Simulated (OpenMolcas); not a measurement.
# Pt⁶⁺ among point charges: CASSCF and CASPT2 levels and susceptibility

How does a field of 5 point charges split the states of Pt⁶⁺, and what χT follows?

Program: OpenMolcas 26.06. Level of theory: state-averaged CASSCF and CASPT2, spin-orbit coupling by RASSI with atomic mean-field integrals. These are calculated values, not measurements, unless marked.

### Step 1. The system

| Quantity | Value |
| --- | --- |
| Species | Pt⁶⁺ (platinum, Z = 78, 72 electrons) |
| Basis | ANO-RCC-VDZP [7s6p4d2f], 59 functions |
| Scalar Hamiltonian | DKH2, point nucleus |
| Inactive shells | 1s 2s 2p 3s 3p 3d 4s 4p 4d 4f 5s 5p |
| Active space | 4 electrons in 5 orbitals (5d) |
| Some configurations of this space | 5d4 |
| Orbitals | optimised for each spin and parity, averaged over all roots |

The outer shells:

5d4
```
5d [↑ ][↑ ][↑ ][↑ ][  ]
```

The ion sits among 5 point charges of -2 e arranged as a square pyramid (C4v), 1.81 Å from the ion, with the axial distance 1.629 Å.

The work runs as a chain of OpenMolcas steps in one folder; each step below is one input file. Labels, J, g values, rates, χT and fits are worked out afterwards by a script from the matrices that RASSI stores.

### Step 2. Basis and integrals

Contents of a.inp:

```
&GATEWAY
Coord
1

Pt 0.0 0.0 0.0
Basis=ANO-RCC-VDZP
Group=NoSym
NoMove
AngMom=0.0 0.0 0.0
AMFI
XField
5 Angstrom 0
1.810000 0.000000 0.000000 -2.000000
0.000000 1.810000 0.000000 -2.000000
-1.810000 0.000000 0.000000 -2.000000
0.000000 -1.810000 0.000000 -2.000000
0.000000 0.000000 1.629000 -2.000000
&SEWARD
```

Launch:

```sh
> OMP_NUM_THREADS=1 MOLCAS_MEM=1689 MOLCAS_PROJECT=a pymolcas a.inp > a.log
```

### Step 3. CASSCF: quintets, 5 roots

Contents of a.inp:

```
&RASSCF
FileOrb=start.orb
Symmetry=1
Spin=5
nActEl=4 0 0
Inactive=34
Ras2=5
CIRoot=5 5 1
SDav=5
CIMx=300
Iter=120 100
PrWF=0.3
OrbListing=Nothing
MaxOrb=0
>>> COPY $Project.JobIph JOB001
```

start.orb holds the contracted functions of the basis, ordered by shell, or the orbitals of the step before.

### Step 4. Reference wave functions, triplets, 45 roots

Contents of a.inp:

```
&RASSCF
FileOrb=start.orb
Symmetry=1
Spin=3
nActEl=4 0 0
Inactive=34
Ras2=5
CIRoot=45 45 1
SDav=45
CIMx=300
Iter=120 100
PrWF=0.3
OrbListing=Nothing
MaxOrb=0
>>> COPY $Project.JobIph JOB002
```

### Step 5. Reference wave functions, singlets, 50 roots

Contents of a.inp:

```
&RASSCF
FileOrb=start.orb
Symmetry=1
Spin=1
nActEl=4 0 0
Inactive=34
Ras2=5
CIRoot=50 50 1
SDav=50
CIMx=300
Iter=120 100
PrWF=0.3
OrbListing=Nothing
MaxOrb=0
>>> COPY $Project.JobIph JOB003
```

### Step 6. State interaction with spin-orbit coupling

Contents of a.inp:

```
&RASSI
NrOfJobIphs=3 5 45 50
1 2 3 4 5
1 2 3 4 5 6 7 8 9 10 11 12 13 14 15 16 17 18 19 20 21 22 23 24 25 26 27
28 29 30 31 32 33 34 35 36 37 38 39 40 41 42 43 44 45
1 2 3 4 5 6 7 8 9 10 11 12 13 14 15 16 17 18 19 20 21 22 23 24 25 26 27
28 29 30 31 32 33 34 35 36 37 38 39 40 41 42 43 44 45 46 47 48 49 50
IphNames
JOB001
JOB002
JOB003
EJob
SpinOrbit
DIPRint=1.0
SOCoupling=1000.0
Subsets=2
Property=9
'ANGMOM' 1 'ANGMOM' 2 'ANGMOM' 3 'MLTPL  1' 1 'MLTPL  1' 2 'MLTPL  1' 3
'AMFI' 1 'AMFI' 2 'AMFI' 3
SOProperty=3
'ANGMOM' 1 'ANGMOM' 2 'ANGMOM' 3
```

### Step 7. CASPT2: IPEA 0.25, imaginary shift 0.1 (closed shells correlated: 4f 5s 5p)

Contents of a.inp:

```
>>> COPY JOB001 $Project.JobIph
&CASPT2
Multistate=5 1 2 3 4 5
NoMult
Frozen=23
IPEA=0.25
Imaginary=0.1
MaxIter=60
WThr=0.0 0.3 0.05
PrWF=0.5
NoMix
>>> COPY JOB002 $Project.JobIph
&CASPT2
Multistate=45 1 2 3 4 5 6 7 8 9 10 11 12 13 14 15 16 17 18 19 20 21 22
23 24 25 26 27 28 29 30 31 32 33 34 35 36 37 38 39 40 41 42 43 44 45
NoMult
Frozen=23
IPEA=0.25
Imaginary=0.1
MaxIter=60
WThr=0.0 0.3 0.05
PrWF=0.5
NoMix
>>> COPY JOB003 $Project.JobIph
&CASPT2
Multistate=50 1 2 3 4 5 6 7 8 9 10 11 12 13 14 15 16 17 18 19 20 21 22
23 24 25 26 27 28 29 30 31 32 33 34 35 36 37 38 39 40 41 42 43 44 45 46
47 48 49 50
NoMult
Frozen=23
IPEA=0.25
Imaginary=0.1
MaxIter=60
WThr=0.0 0.3 0.05
PrWF=0.5
NoMix
```

(Steps that only read results are left out.)

What does the calculation give? Wanted: spin-free ground state; first state of the same spin within the active space; lowest level; next level.

The runs gave:

```
                                            quantity                                                                           value
                                              method  SS-CASPT2, IPEA 0.25, imaginary shift 0.1 (closed shells correlated: 4f 5s 5p)
                              spin-free ground state                                             quintet, 1-fold in its orbital part
first state of the same spin within the active space                                                           quintet at 10000 cm⁻¹
                                        lowest level                                                                          1-fold
                                          next level                                                                     4743.6 cm⁻¹
                                         χT at 300 K                                                                  0.06 cm³ K/mol
                           effective moment at 300 K                                                                         0.69 μB
```

Cost by method:

| method | time of its own steps | time with the reference |
| --- | --- | --- |
| A. CASSCF | 22 s | 22 s |
| B. SS-CASPT2, IPEA 0.25, imaginary shift 0.1, +4f 5s 5p | 17 s | 39 s |

Times are of one thread on a shared host.

In words: The spin-free ground state (quintet) comes to 100 % from free-ion D terms and keeps the highest spin of the shell. χT at 300 K is 0.06, against 3.01 cm³ K/mol for the spin alone, so spin-orbit coupling lowers it. An active space of the d shell alone favours high spin; real ions in strong fields can be low spin. The field of point charges can differ much from that of real complexes. With metal d orbitals alone active, the gaps between spin states are rough; where two lie within a few thousand cm-1, their order is open. Point charges carry no covalency, so the field is a model and not that of real ligands.
